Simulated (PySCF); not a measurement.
# C3H7FSSi: the cost of one run

The runs use PySCF 2.14.0, with density-fitted response routines of our own; the level of theory stands in each step. All values are computed, except where a source is named. Atoms are numbered from 0 throughout.

## 1. The molecule as given

13 atoms, charge 0, multiplicity 1; geometry from: GFN2-xTB. The atoms were then displaced at random by about 0.01 Å, so the start is not that level's minimum.

Bonds of the start (Å): C0–C1 1.31, C1–Si2 1.90, Si2–F3 1.58, C1–S4 1.77, S4–C5 1.82, C0–H6 1.08, C0–H7 1.09, Si2–H8 1.47, Si2–H9 1.43, C5–H10 1.07, C5–H11 1.09, C5–H12 1.07.

## 2. Geometry optimisation at PBE0-D3(BJ)/def2-SVP

Job settings and geometry (Å):

```
{"job": {"xc": "PBE0", "basis": "def2-SVP", "d3": "d3bj", "grid": 1, "shake": 0.01, "kind": "geom"}, "charge": 0, "multiplicity": 1}
C     -0.335500     1.240560     0.201360
C     -0.433390    -0.062500     0.104820
Si    -2.021850    -1.044070     0.438810
F     -3.097000     0.050190     0.816450
S      0.923530    -1.107850    -0.351620
C      2.300310     0.057270    -0.613650
H      0.543820     1.839390     0.004470
H     -1.213710     1.834620     0.474720
H     -1.869600    -1.878570     1.644890
H     -2.491450    -1.718290    -0.735210
H      2.051890     0.728760    -1.414350
H      2.520830     0.595480     0.312710
H      3.127940    -0.551880    -0.893710
```

The run is started by

```sh
$ OMP_NUM_THREADS=1 python probes_run.py task.json out
```

One launch serves the whole session: the jobs run in the order shown.

**Question.** How long does this first job take on 1 thread of Arm Neoverse V1, shared host, and how much memory does it need?

About 41 s, with a peak of 0.53 GiB.
